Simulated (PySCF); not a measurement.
# C2H6B2OSi: electronic excitations and core binding energies

Aim: predict the electronic excitations and core binding energies of C2H6B2OSi (`BC1=CO[Si@@H]1B`).

The runs use PySCF 2.14.0, with density-fitted response routines of our own; the level of theory stands in each step. All values are computed, except where a source is named. Atoms count from 0, in the outputs and in this text.

## 1. Starting geometry

12 atoms, charge 0, multiplicity 1; geometry from: GFN2-xTB.

Bonds of the start (Å): B0–C1 1.51, C1–C2 1.36, C2–O3 1.34, O3–Si4 1.77, Si4–B5 1.93, Si4–C1 1.92, B0–H6 1.17, B0–H7 1.17, C2–H8 1.08, Si4–H9 1.47, B5–H10 1.17, B5–H11 1.17.

## 2. Excited states and response: CAM-B3LYP/def2-SVPD

What the job is given:

```
{"job": {"kind": "uv", "xc": "CAM-B3LYP", "basis": "def2-SVPD", "nstates": 8, "ntriplets": 3}, "charge": 0, "multiplicity": 1}
B      1.699537     1.166383     0.774198
C      0.766178     0.033034     0.428876
C      1.006640    -1.234572     0.004540
O     -0.149095    -1.875721    -0.197566
Si    -1.087399    -0.445306     0.264828
B     -2.036738     0.392643    -1.191481
H      1.281028     2.229569     1.033463
H      2.855642     0.971982     0.781058
H      1.926654    -1.766656    -0.196728
H     -1.645501    -0.866753     1.554968
H     -2.772783     1.272864    -0.970572
H     -1.842965     0.121846    -2.311611
```

Level: TDDFT CAM-B3LYP/def2-SVPD, vertical, gas phase, core orbitals frozen in the response.

Run with:

```console
$ OMP_NUM_THREADS=1 python probes_run.py task.json out
```

This one command runs all jobs of the session in turn.

Output:

```text
coarse grid: 10776 points
cycle   1  E = -493.6372813532  dE =  8.094e-01  |g| = 6.830e-01  |ddm| = 5.040e+00
cycle   2  E = -493.5801474914  dE =  5.713e-02  |g| = 9.212e-01  |ddm| = 1.953e+00
cycle   3  E = -493.7390830224  dE = -1.589e-01  |g| = 1.138e-01  |ddm| = 1.122e+00
cycle   4  E = -493.7414082727  dE = -2.325e-03  |g| = 5.812e-02  |ddm| = 2.182e-01
cycle   5  E = -493.7422627831  dE = -8.545e-04  |g| = 1.070e-02  |ddm| = 8.950e-02
cycle   6  E = -493.7422948568  dE = -3.207e-05  |g| = 1.830e-03  |ddm| = 2.372e-02
cycle   7  E = -493.7422963180  dE = -1.461e-06  |g| = 4.783e-04  |ddm| = 5.726e-03
final grid: 100200 points
cycle   8  E = -493.8249921391  dE = -2.235e-05  |g| = 2.304e-03  |ddm| = 5.740e-02
cycle   9  E = -493.8249920024  dE =  1.367e-07  |g| = 2.628e-03  |ddm| = 8.536e-03
cycle  10  E = -493.8249935902  dE = -1.588e-06  |g| = 4.539e-04  |ddm| = 3.477e-03
cycle  11  E = -493.8249936266  dE = -3.647e-08  |g| = 1.901e-04  |ddm| = 8.156e-04
cycle  12  E = -493.8249936370  dE = -1.032e-08  |g| = 4.531e-05  |ddm| = 3.129e-04
cycle  13  E = -493.8249936377  dE = -7.884e-10  |g| = 9.526e-06  |ddm| = 1.216e-04
converged SCF energy = -493.8249936377

Static polarisability (au): isotropic 83.281, principal 64.715 83.018 102.109

Singlet excitations
state   eV       nm        f      main configurations
  1   3.6267    341.9   0.01984   H->L 0.97
  2   4.1320    300.1   0.04337   H-1->L 0.69, H-3->L 0.25
  3   4.8854    253.8   0.00322   H-1->L+1 0.92
  4   5.1350    241.4   0.06508   H-3->L 0.48, H->L+1 0.20, H-1->L 0.17
  5   5.1979    238.5   0.26650   H->L+1 0.70, H-1->L 0.09, H-3->L 0.08
  6   5.5229    224.5   0.00899   H-5->L 0.61, H-2->L 0.16, H-4->L 0.15
  7   5.8483    212.0   0.00906   H-2->L 0.43, H-2->L+1 0.23, H-5->L 0.20
  8   6.0057    206.4   0.02715   H->L+2 0.61, H-2->L+1 0.20, H-2->L 0.09

Triplet excitations (Tamm-Dancoff, eV): 3.1643 3.2939 3.5894
```

Wall time 31 s (1 thread of Arm Neoverse V1, shared host); peak memory 0.75 GiB.

The orbitals next to the gap, with their largest atomic shares:

```
orbital      eV                       atoms
 HOMO−3  -10.76  B5 25 %, Si4 24 %, H9 15 %
 HOMO−2  -10.64   O3 32 %, B0 21 %, C1 17 %
 HOMO−1   -9.32  C1 28 %, Si4 19 %, B0 15 %
   HOMO   -8.56   C1 38 %, O3 25 %, C2 18 %
   LUMO   -1.99  B5 50 %, Si4 19 %, H10 9 %
 LUMO+1   -0.51   B0 33 %, C2 24 %, C1 14 %
 LUMO+2    0.70  Si4 36 %, B5 18 %, H9 13 %
```

With each of the 8 states as a Gaussian band of 0.4 eV half-width at 1/e, the curve within the window shown has maxima at 304 nm (ε 2,000), 239 nm (ε 14,000) L/(mol cm). Beyond the last state computed it falls off for lack of states. The curve at chosen wavelengths:

```
 nm  ε (L/mol/cm)
197           739
206          1628
214          2685
223          6294
231         11212
240         13648
248         11180
257          6371
265          3199
274          1654
282          1460
291          1714
299          1917
308          1941
316          1811
325          1590
333          1385
342          1165
350           977
359           773
367           604
376           437
384           314
393           208
401           139
410            86
```

Leading natural transition orbitals of singlet state 5: the hole lies on C1 44 %; O3 26 %; C2 13 %; the particle on B0 30 %; C2 25 %; H6 10 %.

Leading natural transition orbitals of singlet state 1: the hole lies on C1 44 %; O3 25 %; C2 13 %; the particle on B5 48 %; Si4 13 %; H10, H11 about 10 % each.

Ground-state properties from the same run:

```
           property  computed
  dipole moment (D)      1.74
polarisability (Å³)     12.34
 HOMO–LUMO gap (eV)      6.57
      −ε(HOMO) (eV)      8.56
```

Orbitals, density, ELF and potential are computed afterwards from the orbital file.

Frontier orbitals at CAM-B3LYP/def2-SVPD, with the share of their density that lies nearest to each atom:

```
orbital  energy (eV)                                     lies on
   HOMO        -8.56                   C1 45 %; O3 25 %; C2 13 %
   LUMO        -1.99  B5 51 %; H10, H11 about 12 % each; Si4 9 %
```

ELF in a plane through or near 6 of the atoms.

Values, 10 rows by 14 columns:
```
0.00 0.00 0.00 0.00 0.00 0.00 0.00 0.00 0.00 0.00 0.00 0.00 0.00 0.00
0.00 0.00 0.00 0.00 0.00 0.00 0.00 0.07 0.02 0.00 0.00 0.00 0.00 0.00
0.00 0.00 0.00 0.00 0.46 0.18 0.10 0.84 0.59 0.07 0.00 0.00 0.00 0.00
0.00 0.00 0.00 0.01 0.64 0.82 0.56 0.30 0.71 0.05 0.02 0.00 0.00 0.00
0.00 0.00 0.02 0.02 0.05 0.82 0.84 0.21 0.15 0.82 0.37 0.01 0.00 0.00
0.00 0.05 0.94 0.99 0.51 0.89 0.19 0.86 0.67 0.88 0.09 0.21 0.02 0.00
0.00 0.04 0.89 0.98 0.19 0.33 0.24 0.17 0.17 0.52 1.00 1.00 0.47 0.00
0.00 0.00 0.02 0.14 0.97 1.00 0.77 0.00 0.00 0.32 0.99 0.95 0.11 0.00
0.00 0.00 0.00 0.02 0.78 0.94 0.40 0.00 0.00 0.00 0.01 0.00 0.00 0.00
0.00 0.00 0.00 0.00 0.00 0.00 0.00 0.00 0.00 0.00 0.00 0.00 0.00 0.00
```
The map spans 11.2 Å across and 9.6 Å up, centred on the molecule. Atoms in the plane (x, y in Å): B0 (-1.9, -1.1), C1 (-0.9, 0.0), C2 (-0.9, 1.3), O3 (0.3, 1.9), H6 (-1.7, -2.2), H10 (2.9, -1.4).

On the surface of density 0.002 e/bohr³ the electrostatic potential runs, from the 1st to the 99th percentile, from -1.17 V near O3 to 2.17 V near B5.

## 3. Core holes by ΔSCF: SCAN, X2C

Settings changed since step 2:

```diff
@@ -1,2 +1,2 @@
-{"job": {"kind": "uv", "xc": "CAM-B3LYP", "basis": "def2-SVPD", "nstates": 8, "ntriplets": 3}, "charge": 0, "multiplicity": 1}
+{"job": {"kind": "xps"}, "charge": 0, "multiplicity": 1}
 B      1.699537     1.166383     0.774198
```

Level: delta-SCF UKS SCAN, pcX-2 on the ionised atom, pcseg-1 elsewhere, spin-free X2C.

Output:

```text
ground state, core basis on atom 0 (B), 149 functions
  cycle   1  E = -494.55323633  |g| = 6.66e-01
  cycle   2  E = -494.05631191  |g| = 1.48e+00
  cycle   3  E = -494.63226350  |g| = 2.93e-01
  cycle   4  E = -494.65448717  |g| = 1.65e-01
  cycle   5  E = -494.66084361  |g| = 7.73e-02
  cycle   6  E = -494.66252536  |g| = 2.82e-02
  cycle   7  E = -494.66272150  |g| = 6.66e-03
  cycle   8  E = -494.66273824  |g| = 1.23e-03
  cycle   9  E = -494.66273758  |g| = 3.77e-04
  E(ground) = -494.70486901 Eh
hole in B 1s of atom 0
  cycle   1  E = -487.07914518  |g| = 1.16e+00
  cycle   2  E = -485.43779704  |g| = 1.91e+00
  cycle   3  E = -487.19314878  |g| = 7.44e-01
  cycle   4  E = -487.40452493  |g| = 4.84e-01
  cycle   5  E = -487.49694491  |g| = 1.56e-01
  cycle   6  E = -487.50757440  |g| = 8.20e-02
  cycle   7  E = -487.51186154  |g| = 4.16e-02
  cycle   8  E = -487.51334604  |g| = 2.25e-02
  cycle   9  E = -487.51425025  |g| = 2.16e-02
  cycle  10  E = -487.51490376  |g| = 1.05e-02
  cycle  11  E = -487.51504069  |g| = 4.38e-03
  cycle  12  E = -487.51507863  |g| = 1.52e-03
  cycle  13  E = -487.51508109  |g| = 7.67e-04
  cycle  14  E = -487.51508220  |g| = 3.09e-04
  E(ion) = -487.55716613 Eh   <S^2> = 1.0568   hole on atom = 1.000   binding energy = 194.499 eV
ground state, core basis on atom 1 (C), 149 functions
  cycle   1  E = -494.67286775  |g| = 5.89e-02
  cycle   2  E = -494.67243154  |g| = 4.39e-02
  cycle   3  E = -494.67209864  |g| = 5.63e-02
  cycle   4  E = -494.67296417  |g| = 1.09e-02
  cycle   5  E = -494.67298664  |g| = 1.73e-03
  cycle   6  E = -494.67298770  |g| = 2.73e-04
  E(ground) = -494.71441040 Eh
hole in C 1s of atom 1
  cycle   1  E = -483.44458691  |g| = 1.52e+00
  cycle   2  E = -482.30302592  |g| = 2.11e+00
  cycle   3  E = -483.86127353  |g| = 6.57e-01
  cycle   4  E = -483.91556509  |g| = 5.59e-01
  cycle   5  E = -484.04062219  |g| = 1.02e-01
  cycle   6  E = -484.04457704  |g| = 2.52e-02
  cycle   7  E = -484.04483411  |g| = 1.44e-02
  cycle   8  E = -484.04495154  |g| = 2.92e-03
  cycle   9  E = -484.04496054  |g| = 1.30e-03
  cycle  10  E = -484.04496260  |g| = 5.20e-04
  cycle  11  E = -484.04496218  |g| = 2.10e-04
  E(ion) = -484.08548725 Eh   <S^2> = 0.7788   hole on atom = 1.000   binding energy = 289.228 eV
ground state, core basis on atom 2 (C), 149 functions
  cycle   1  E = -494.67571777  |g| = 6.01e-02
  cycle   2  E = -494.67526465  |g| = 4.58e-02
  cycle   3  E = -494.67512035  |g| = 5.14e-02
  cycle   4  E = -494.67580973  |g| = 1.42e-02
  cycle   5  E = -494.67585742  |g| = 1.50e-03
  cycle   6  E = -494.67585834  |g| = 3.95e-04
  E(ground) = -494.71671967 Eh
hole in C 1s of atom 2
  cycle   1  E = -483.33775581  |g| = 1.51e+00
  cycle   2  E = -481.57612680  |g| = 2.34e+00
  cycle   3  E = -483.73882809  |g| = 5.21e-01
  cycle   4  E = -483.70501374  |g| = 5.64e-01
  cycle   5  E = -483.87723642  |g| = 3.10e-01
  cycle   6  E = -483.92135864  |g| = 1.19e-01
  cycle   7  E = -483.92784757  |g| = 3.65e-02
  cycle   8  E = -483.92868169  |g| = 1.18e-02
  cycle   9  E = -483.92898507  |g| = 8.33e-03
  cycle  10  E = -483.92926318  |g| = 4.90e-03
  cycle  11  E = -483.92933569  |g| = 2.24e-03
  cycle  12  E = -483.92934761  |g| = 9.62e-04
  cycle  13  E = -483.92935020  |g| = 2.78e-04
  E(ion) = -483.96898289 Eh   <S^2> = 0.9023   hole on atom = 1.000   binding energy = 292.461 eV
ground state, core basis on atom 3 (O), 149 functions
  cycle   1  E = -494.70300210  |g| = 1.09e-01
  cycle   2  E = -494.69764711  |g| = 1.66e-01
  cycle   3  E = -494.70262240  |g| = 7.07e-02
  cycle   4  E = -494.70373181  |g| = 1.20e-02
  cycle   5  E = -494.70377800  |g| = 2.51e-03
  cycle   6  E = -494.70377948  |g| = 4.33e-04
  E(ground) = -494.74178178 Eh
hole in O 1s of atom 3
  cycle   1  E = -474.07421086  |g| = 2.23e+00
  cycle   2  E = -473.09072666  |g| = 2.47e+00
  cycle   3  E = -474.62256983  |g| = 7.43e-01
  cycle   4  E = -474.65875774  |g| = 6.66e-01
  cycle   5  E = -474.92166417  |g| = 9.36e-02
  cycle   6  E = -474.92511909  |g| = 2.76e-02
  cycle   7  E = -474.92556144  |g| = 7.57e-03
  cycle   8  E = -474.92559424  |g| = 3.72e-03
  cycle   9  E = -474.92560539  |g| = 1.56e-03
  cycle  10  E = -474.92561167  |g| = 1.02e-03
  cycle  11  E = -474.92561604  |g| = 7.53e-04
  cycle  12  E = -474.92562218  |g| = 3.60e-04
  E(ion) = -474.96333846 Eh   <S^2> = 0.7660   hole on atom = 1.000   binding energy = 538.199 eV
ground state, core basis on atom 4 (Si), 160 functions
  cycle   1  E = -494.76838584  |g| = 3.03e-01
  cycle   2  E = -494.75931680  |g| = 2.32e-01
  cycle   3  E = -494.75256367  |g| = 2.80e-01
  cycle   4  E = -494.76987827  |g| = 3.84e-02
  cycle   5  E = -494.77029831  |g| = 1.13e-02
  cycle   6  E = -494.77033105  |g| = 2.54e-03
  cycle   7  E = -494.77033202  |g| = 7.48e-04
  cycle   8  E = -494.77033374  |g| = 2.53e-04
  E(ground) = -494.76990915 Eh
hole in Si 1s of atom 4
  cycle   1  E = -425.81963126  |g| = 4.35e+00
  cycle   2  E = -424.30242506  |g| = 2.55e+00
  cycle   3  E = -422.62417656  |g| = 2.03e+00
  cycle   4  E = -425.88865236  |g| = 1.05e+00
  cycle   5  E = -426.60925827  |g| = 6.20e-01
  cycle   6  E = -426.86516430  |g| = 1.81e-01
  cycle   7  E = -426.86893142  |g| = 1.75e-01
  cycle   8  E = -426.88189011  |g| = 6.59e-02
  cycle   9  E = -426.88389664  |g| = 1.25e-02
  cycle  10  E = -426.88400806  |g| = 3.26e-03
  cycle  11  E = -426.88401267  |g| = 1.45e-03
  cycle  12  E = -426.88401406  |g| = 7.00e-04
  cycle  13  E = -426.88401493  |g| = 1.80e-04
  E(ion) = -426.89010068 Eh   <S^2> = 0.7526   hole on atom = 1.000   binding energy = 1847.104 eV
hole in Si 2p of atom 4
  cycle   1  E = -490.47644183  |g| = 1.24e+00
  cycle   2  E = -489.01042030  |g| = 1.66e+00
  cycle   3  E = -490.27097344  |g| = 8.39e-01
  cycle   4  E = -490.72744640  |g| = 3.97e-01
  cycle   5  E = -490.77181521  |g| = 2.69e-01
  cycle   6  E = -490.80427776  |g| = 4.17e-02
  cycle   7  E = -490.80499973  |g| = 2.24e-02
  cycle   8  E = -490.80525573  |g| = 7.19e-03
  cycle   9  E = -490.80528862  |g| = 1.43e-03
  cycle  10  E = -490.80528990  |g| = 4.92e-04
  E(ion) = -490.81510242 Eh   <S^2> = 0.7523   hole on atom = 1.002   binding energy = 107.616 eV
  2p3/2 = 107.329 eV   2p1/2 = 107.959 eV
ground state, core basis on atom 5 (B), 149 functions
  cycle   1  E = -494.66212955  |g| = 5.09e-02
  cycle   2  E = -494.66182596  |g| = 4.03e-02
  cycle   3  E = -494.66215800  |g| = 2.62e-02
  cycle   4  E = -494.66237003  |g| = 6.83e-03
  cycle   5  E = -494.66238330  |g| = 1.39e-03
  cycle   6  E = -494.66238405  |g| = 7.92e-04
  cycle   7  E = -494.66238372  |g| = 1.39e-04
  E(ground) = -494.70430452 Eh
hole in B 1s of atom 5
  cycle   1  E = -487.02319687  |g| = 1.15e+00
  cycle   2  E = -485.18634988  |g| = 1.94e+00
  cycle   3  E = -487.15455900  |g| = 6.34e-01
  cycle   4  E = -486.87587161  |g| = 8.06e-01
  cycle   5  E = -487.40523469  |g| = 2.57e-01
  cycle   6  E = -487.44979665  |g| = 2.04e-01
  cycle   7  E = -487.44981137  |g| = 2.19e-01
  cycle   8  E = -487.46206390  |g| = 1.82e-01
  cycle   9  E = -487.47740933  |g| = 1.12e-01
  cycle  10  E = -487.48625979  |g| = 4.33e-02
  cycle  11  E = -487.48714686  |g| = 2.05e-02
  cycle  12  E = -487.48747399  |g| = 7.60e-03
  cycle  13  E = -487.48750288  |g| = 3.80e-03
  cycle  14  E = -487.48751070  |g| = 1.59e-03
  cycle  15  E = -487.48751228  |g| = 5.97e-04
  cycle  16  E = -487.48751380  |g| = 1.65e-04
  E(ion) = -487.52872940 Eh   <S^2> = 1.5501   hole on atom = 1.000   binding energy = 195.257 eV
```

It took 69 s on 1 thread of Arm Neoverse V1, shared host; peak memory 0.59 GiB.

The holes in one table. −ε is the ground-state orbital energy:

```
       hole  stands for                                         environment  ΔSCF (eV; 2p as the shell's mean)  −ε (eV)   ⟨S²⟩
  B1s on B0          B0                              boron bonded to C, 2 H                  194.50 (doubtful)    179.4  1.057
  C1s on C1          C1       β carbon of an enol-ether or enamine type C=C                             289.23    273.2  0.779
  C1s on C2          C2                        alkene carbon bearing oxygen                  292.46 (doubtful)    276.2  0.902
  O1s on O3          O3        oxygen bonded to C, Si, in a 4-membered ring                             538.20    517.3  0.766
Si1s on Si4         Si4  silicon bonded to C, B, O, H, in a 4-membered ring                            1847.10   1794.0  0.753
Si2p on Si4         Si4  silicon bonded to C, B, O, H, in a 4-membered ring                             107.54     96.9  0.752
  B1s on B5          B5                             boron bonded to Si, 2 H                  195.26 (doubtful)    181.0  1.550
```

Doubtful: the ion did not converge, its hole moved, or its ⟨S²⟩ is well above 0.75.

With the spin-orbit splitting: Si4 2p3/2 107.33, 2p1/2 107.96 eV. The table gives each 2p level as the mean over the whole 2p shell (two parts 2p3/2, one part 2p1/2), which differs a little from the single hole in the log.

## 4. Outcome

```
                                                    quantity                        value
                        lowest singlet (CAM-B3LYP/def2-SVPD)  3.63 eV (342 nm), f = 0.020
                    brightest single state of those computed  state 5, 5.20 eV, f = 0.267
                                              lowest triplet                      3.16 eV
                       surface potential, 1st and 99th percentile           -1.17 V and 2.17 V
C1s binding energies, SCAN/pcX-2 (standing for 1 of 2 atoms)                 C1 289.23 eV
                            O1s binding energies, SCAN/pcX-2                 O3 538.20 eV
                           Si1s binding energies, SCAN/pcX-2               Si4 1847.10 eV
                           Si2p binding energies, SCAN/pcX-2                Si4 107.54 eV
```

What this shows: The first singlet state (HOMO→LUMO 0.97) lies at 3.63 eV and is weak; of the 8 states computed, the strongest absorption comes from state 5 at 5.20 eV. The lowest triplet lies 0.46 eV below the lowest singlet (triplets in Tamm-Dancoff, singlets in full TDDFT). By nearest atom (CAM-B3LYP/def2-SVPD), the HOMO sits on C1 45 %; O3 25 % and the LUMO on B5 51 %; H10, H11 about 12 % each.
